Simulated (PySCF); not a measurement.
# C2H4ClGeN: the cost of one run

Programs: PySCF 2.14.0, with density-fitted response routines of our own. Each step states its level of theory. These are calculated values for one molecule in the gas phase, unless marked as measured. Atoms count from 0, in the outputs and in this text.

### 1 The starting structure

9 atoms, charge 0, multiplicity 1; geometry from: GFN2-xTB. The atoms were then displaced at random by about 0.01 Å, so the start is not that level's minimum.

Bonds of the start (Å): N0–C1 1.12, C1–C2 1.42, C2–Ge3 2.06, Ge3–Cl4 2.08, C2–H5 1.09, C2–H6 1.08, Ge3–H7 1.51, Ge3–H8 1.51.

### 2 Relaxing the molecule at PBE0-D3(BJ)/def2-SVP

The job: settings as JSON, then the geometry in Å.

```
{"job": {"xc": "PBE0", "basis": "def2-SVP", "d3": "d3bj", "grid": 1, "shake": 0.01, "kind": "geom"}, "charge": 0, "multiplicity": 1}
N     -1.511690     2.195130    -0.176890
C     -1.262530     1.110810    -0.082010
C     -0.894130    -0.258800     0.046340
Ge     1.159940    -0.400890     0.126790
Cl     1.902040     0.166730    -1.732850
H     -1.320610    -0.660050     0.962250
H     -1.237590    -0.822690    -0.802470
H      1.525440    -1.836920     0.397650
H      1.696930     0.489520     1.227460
```

On the command line:

```
> OMP_NUM_THREADS=1 python probes_run.py task.json out
```

One launch serves the whole session: the jobs run in the order shown.

**Question.** How long does this first job take on 1 thread of Arm Neoverse V1, shared host, and how much memory does it need?

About 32 s, with a peak of 0.48 GiB.
